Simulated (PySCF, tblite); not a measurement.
# C₅H₆F₃P: dynamics, then NMR shifts on frames

How do NMR shifts of C₅H₆F₃P (`C#CCP(C)C(F)(F)F`) change as the atoms move?

Computed with tblite 0.8.0 and PySCF 2.14.0, with density-fitted response routines of our own, on a single molecule in the gas phase. Atoms count from 0, in the outputs and in this text.

### Step 1. Starting geometry

15 atoms, charge 0, multiplicity 1; geometry from: GFN2-xTB.

Bonds of the start (Å): C0–C1 1.20, C1–C2 1.44, C2–P3 1.87, P3–C4 1.84, P3–C5 1.89, C5–F6 1.34, C5–F7 1.35, C5–F8 1.34, C0–H9 1.05, C2–H10 1.10, C2–H11 1.10, C4–H12 1.09, C4–H13 1.09, C4–H14 1.09.

### Step 2. Thermal motion with GFN2-xTB

What the job is given:

```
{"job": {"kind": "md", "xc": "GFN2-xTB", "basis": "xTB", "temperature": 300, "steps": 2000, "every": 50, "frames": 5}, "charge": 0, "multiplicity": 1}
C      3.157205    -0.391081     0.394742
C      2.031978    -0.682691     0.109372
C      0.665652    -1.003440    -0.230671
P     -0.490365    -0.055069     0.888365
C     -0.290905     1.629907     0.168843
C     -2.049874    -0.508566    -0.086533
F     -3.107620     0.189652     0.347081
F     -1.965550    -0.287365    -1.412240
F     -2.344111    -1.808891     0.060801
H      4.152307    -0.158349     0.630063
H      0.488780    -2.073055    -0.075610
H      0.472840    -0.750079    -1.279114
H      0.693020     1.995773     0.459089
H     -1.047156     2.290433     0.591233
H     -0.370616     1.620812    -0.918335
```

Method: GFN2-xTB Langevin dynamics, gas phase.

Launch:

```sh
> OMP_NUM_THREADS=1 python probes_run.py task.json out
```

One launch serves the whole session: the jobs run in the order shown.

Standard output:

```text
t/fs     T/K      E/eV
    0.0   239.3   -827.56122
   25.0    92.6   -827.21559
   50.0   203.3   -827.31121
   75.0   196.3   -827.30486
  100.0   199.1   -827.29378
  125.0   156.5   -827.23146
  150.0   175.6   -827.27295
  175.0   160.5   -827.25417
  200.0   215.1   -827.20889
  225.0   293.2   -827.21487
  250.0   261.4   -827.27578
  275.0   218.6   -827.14229
  300.0   291.4   -827.13837
  325.0   292.4   -826.97995
  350.0   283.6   -826.82758
  375.0   339.1   -826.91459
  400.0   306.4   -826.88604
  425.0   256.4   -826.91212
  450.0   345.7   -827.11057
  475.0   282.6   -827.12625
  500.0   286.9   -827.19057
  525.0   241.3   -827.06776
  550.0   335.8   -827.12662
  575.0   282.7   -827.04727
  600.0   293.6   -826.99048
  625.0   367.7   -827.15058
  650.0   339.5   -827.21558
  675.0   308.9   -827.12180
  700.0   376.1   -827.09582
  725.0   355.9   -827.10269
  750.0   423.7   -827.12846
  775.0   297.0   -827.10250
  800.0   284.7   -827.09132
  825.0   219.4   -826.96931
  850.0   240.9   -827.05709
  875.0   249.0   -826.95776
  900.0   348.2   -826.95744
  925.0   298.3   -826.87060
  950.0   293.0   -827.02771
  975.0   272.0   -827.11353
 1000.0   222.4   -827.15946
```

Run time: 13 s. Hardware: 1 thread of Arm Neoverse V1, shared host.

Distance from the start (root mean square after alignment): 0 fs 0.00 Å, 200 fs 0.23 Å, 400 fs 0.41 Å, 600 fs 0.34 Å, 800 fs 0.64 Å, 1000 fs 0.29 Å.

Positions (Å) and forces (eV/Å) at 1000 fs:

```xyz
15

C     2.478   -0.027    1.863   -1.528    0.089   -0.910
C     1.546   -0.119    1.087    1.719   -0.457    1.998
C     0.445   -0.676    0.367    0.329    0.094   -1.556
P    -1.064    0.348    0.712    0.420    0.266   -0.675
C    -0.615    1.915   -0.191    1.044   -0.668    0.102
C    -2.117   -0.389   -0.675    0.079   -0.204    0.781
F    -3.353   -0.060   -0.339   -1.314   -0.021    0.287
F    -1.992    0.093   -1.905    0.615   -0.408   -0.511
F    -2.058   -1.749   -0.663    0.063    0.584   -0.476
H     3.155    0.209    2.623    0.334    0.169   -0.137
H     0.245   -1.702    0.672    0.014   -0.125    0.268
H     0.763   -0.730   -0.713   -0.651    0.234    0.510
H     0.188    2.366    0.393   -0.029    0.096    0.139
H    -1.459    2.561   -0.159   -0.620    0.521   -0.192
H    -0.210    1.786   -1.211   -0.475   -0.168    0.371
```

### Step 3. Shielding tensors: 250 fs, PBE0/pcSseg-1

What the job is given:

```
{"job": {"kind": "nmr", "xc": "PBE0", "basis": "pcSseg-1", "pop": false}, "charge": 0, "multiplicity": 1}
C      2.784300    -0.620400    -0.168300
C      1.600400    -0.774200    -0.251800
C      0.191600    -1.054100    -0.344900
P     -0.683300     0.053100     0.825700
C     -0.680600     1.674100    -0.046400
C     -2.383500    -0.426400     0.098500
F     -3.388200     0.274800     0.633000
F     -2.511900    -0.246400    -1.225900
F     -2.669100    -1.709000     0.471200
H      3.841400    -0.440200    -0.222700
H     -0.072100    -2.096700     0.013000
H     -0.069900    -1.021500    -1.381500
H      0.149900     2.235400     0.378000
H     -1.575500     2.239300     0.045600
H     -0.416100     1.568600    -1.108800
```

With the program's defaults for keys left out, this is: GIAO PBE0/pcSseg-1 NMR shielding, non-relativistic, gas phase.

Standard output:

```text
coarse grid: 14032 points
cycle   1  E = -834.0086426922  dE =  1.284e+00  |g| = 9.281e-01  |ddm| = 3.735e+00
cycle   2  E = -833.8452774201  dE =  1.634e-01  |g| = 1.389e+00  |ddm| = 1.426e+00
cycle   3  E = -834.1652043996  dE = -3.199e-01  |g| = 8.529e-02  |ddm| = 8.709e-01
cycle   4  E = -834.1663350884  dE = -1.131e-03  |g| = 5.068e-02  |ddm| = 1.168e-01
cycle   5  E = -834.1667973048  dE = -4.622e-04  |g| = 2.635e-02  |ddm| = 5.208e-02
cycle   6  E = -834.1669602949  dE = -1.630e-04  |g| = 5.002e-03  |ddm| = 2.203e-02
cycle   7  E = -834.1669665554  dE = -6.261e-06  |g| = 1.176e-03  |ddm| = 5.412e-03
final grid: 135016 points
cycle   8  E = -834.2429169666  dE = -5.279e-05  |g| = 9.301e-03  |ddm| = 4.362e-02
cycle   9  E = -834.2429069109  dE =  1.006e-05  |g| = 1.204e-02  |ddm| = 1.500e-02
cycle  10  E = -834.2429357902  dE = -2.888e-05  |g| = 1.064e-03  |ddm| = 8.386e-03
cycle  11  E = -834.2429359782  dE = -1.880e-07  |g| = 4.472e-04  |ddm| = 1.221e-03
cycle  12  E = -834.2429360118  dE = -3.354e-08  |g| = 2.200e-04  |ddm| = 4.164e-04
cycle  13  E = -834.2429360230  dE = -1.127e-08  |g| = 4.887e-05  |ddm| = 1.822e-04
cycle  14  E = -834.2429360236  dE = -5.207e-10  |g| = 9.925e-06  |ddm| = 5.309e-05
converged SCF energy = -834.2429360236

GIAO shielding tensors (ppm)
atom      isotropic    diamagn.    paramagn.     s11        s22        s33       span
  0 C      108.974     260.613    -151.639     31.910     36.745    258.266    226.355
  1 C      104.079     259.745    -155.666      7.463      9.491    295.285    287.822
  2 C      169.243     252.018     -82.775    161.086    168.056    178.588     17.501
  3 P      363.773     963.985    -600.212    253.907    366.467    470.944    217.037
  4 C      179.204     254.230     -75.026    166.107    176.218    195.286     29.179
  5 C       42.087     252.204    -210.117     32.646     37.602     56.013     23.367
  6 F      249.328     471.652    -222.324    163.739    252.202    332.042    168.303
  7 F      253.848     475.372    -221.524    173.849    255.397    332.299    158.450
  8 F      237.156     474.498    -237.343    136.989    232.818    341.659    204.670
  9 H       29.381      33.212      -3.831     23.945     24.253     39.944     15.999
 10 H       27.942      27.293       0.649     22.011     28.025     33.790     11.779
 11 H       29.393      29.877      -0.484     23.566     30.525     34.088     10.522
 12 H       30.305      30.558      -0.253     25.692     27.574     37.648     11.955
 13 H       30.839      30.106       0.732     25.596     29.164     37.758     12.162
 14 H       30.121      31.036      -0.915     26.281     28.128     35.955      9.675
```

Wall time 25 s (1 thread of Arm Neoverse V1, shared host); peak memory 0.84 GiB.

Shifts follow as δ = σ(reference) − σ, with reference shieldings (ppm) from runs at the same level and on the same kind of geometry: ¹H TMS 31.72, ¹³C TMS 186.9, ¹⁹F CFCl3 170.9, ³¹P H3PO4 318.4. The references are single molecules in the gas phase, so shifts against H2O, NH3, PH3, H3PO4 or CFCl3 are not on the usual liquid scales and can be off by tens of ppm. Each atom is listed at this fixed geometry, with no averaging over motion; a spectrum would average atoms that exchange fast.

```
atoms                                    environment  σ (ppm)  δ (ppm)
   C5                                     CF3 carbon     42.1    144.8
   C1                                  alkyne carbon    104.1     82.8
   C0                         terminal alkyne carbon    109.0     78.0
   C2                propargylic sp3 CH2 bonded to P    169.2     17.7
   C4                      methyl carbon bonded to P    179.2      7.7
  H10  hydrogen on a propargylic sp3 CH2 bonded to P    27.94     3.77
   H9           hydrogen on a terminal alkyne carbon    29.38     2.34
  H11  hydrogen on a propargylic sp3 CH2 bonded to P    29.39     2.32
  H14        hydrogen on a methyl carbon bonded to P    30.12     1.60
  H12        hydrogen on a methyl carbon bonded to P    30.30     1.41
  H13        hydrogen on a methyl carbon bonded to P    30.84     0.88
   P3                       phosphorus bonded to 3 C    363.8    -45.4
   F8                        fluorine of a CF3 group    237.2    -66.2
   F6                        fluorine of a CF3 group    249.3    -78.4
   F7                        fluorine of a CF3 group    253.8    -82.9
```

### Step 4. Shielding tensors: 425 fs, PBE0/pcSseg-1

What the job is given:

```
{"job": {"kind": "nmr", "xc": "PBE0", "basis": "pcSseg-1", "pop": false}, "charge": 0, "multiplicity": 1}
C      2.668000    -0.272900    -0.079500
C      1.525100    -0.615400    -0.167200
C      0.245400    -1.275400    -0.032300
P     -0.823600     0.053900     0.940800
C     -0.571000     1.567400    -0.049200
C     -2.378900    -0.624900     0.234700
F     -3.443300     0.112000     0.729900
F     -2.589400    -0.612200    -1.125700
F     -2.497700    -1.908700     0.622300
H      3.630200     0.160600     0.065700
H      0.460600    -2.184200     0.694100
H     -0.325600    -1.616000    -0.943600
H      0.433000     1.562100    -0.418500
H     -0.707400     2.366700     0.611400
H     -1.324600     1.596900    -0.886900
```

Method: GIAO PBE0/pcSseg-1 NMR shielding, non-relativistic, gas phase.

Standard output:

```text
coarse grid: 14032 points
cycle   1  E = -833.9916945181  dE =  1.143e+00  |g| = 9.374e-01  |ddm| = 3.590e+00
cycle   2  E = -833.7935327670  dE =  1.982e-01  |g| = 1.464e+00  |ddm| = 1.561e+00
cycle   3  E = -834.1523793055  dE = -3.588e-01  |g| = 9.160e-02  |ddm| = 9.896e-01
cycle   4  E = -834.1533357953  dE = -9.565e-04  |g| = 6.752e-02  |ddm| = 1.357e-01
cycle   5  E = -834.1542470633  dE = -9.113e-04  |g| = 2.770e-02  |ddm| = 6.438e-02
cycle   6  E = -834.1544263946  dE = -1.793e-04  |g| = 5.361e-03  |ddm| = 2.324e-02
cycle   7  E = -834.1544330826  dE = -6.688e-06  |g| = 1.351e-03  |ddm| = 6.144e-03
final grid: 135016 points
cycle   8  E = -834.2301735731  dE = -4.974e-05  |g| = 8.718e-03  |ddm| = 3.197e-02
cycle   9  E = -834.2301644155  dE =  9.158e-06  |g| = 1.155e-02  |ddm| = 1.429e-02
cycle  10  E = -834.2301900077  dE = -2.559e-05  |g| = 1.018e-03  |ddm| = 7.602e-03
cycle  11  E = -834.2301901700  dE = -1.622e-07  |g| = 4.497e-04  |ddm| = 1.274e-03
cycle  12  E = -834.2301902044  dE = -3.444e-08  |g| = 2.128e-04  |ddm| = 4.373e-04
cycle  13  E = -834.2301902148  dE = -1.040e-08  |g| = 5.192e-05  |ddm| = 1.778e-04
cycle  14  E = -834.2301902154  dE = -6.248e-10  |g| = 1.176e-05  |ddm| = 6.036e-05
converged SCF energy = -834.2301902154

GIAO shielding tensors (ppm)
atom      isotropic    diamagn.    paramagn.     s11        s22        s33       span
  0 C      106.202     261.793    -155.591     31.168     37.467    249.972    218.803
  1 C      102.074     262.828    -160.754      1.585     11.232    293.405    291.820
  2 C      158.431     249.328     -90.897    142.799    162.838    169.658     26.859
  3 P      349.000     965.154    -616.153    215.508    374.345    457.148    241.640
  4 C      183.936     254.227     -70.291    170.147    184.402    197.260     27.113
  5 C       35.827     253.583    -217.757     17.612     34.759     55.109     37.497
  6 F      220.911     473.047    -252.136    111.778    219.400    331.556    219.777
  7 F      248.670     475.498    -226.828    153.347    241.180    351.483    198.137
  8 F      238.524     473.899    -235.374    149.702    251.191    314.679    164.978
  9 H       29.523      33.284      -3.762     24.148     24.584     39.835     15.687
 10 H       26.164      26.257      -0.093     20.555     25.999     31.937     11.382
 11 H       27.742      28.497      -0.755     22.173     28.693     32.360     10.188
 12 H       30.139      31.926      -1.787     23.956     29.649     36.812     12.856
 13 H       31.321      31.015       0.306     26.114     28.390     39.459     13.345
 14 H       29.017      29.138      -0.121     23.211     28.612     35.229     12.017
```

Run time: 25 s. Hardware: 1 thread of Arm Neoverse V1, shared host; peak memory 0.85 GiB.

In short: δ C5 151.1, C1 84.9, C0 80.7, C2 28.5, H10 5.55, H11 3.98 ppm.

(Part 1 of 2 ends here.)
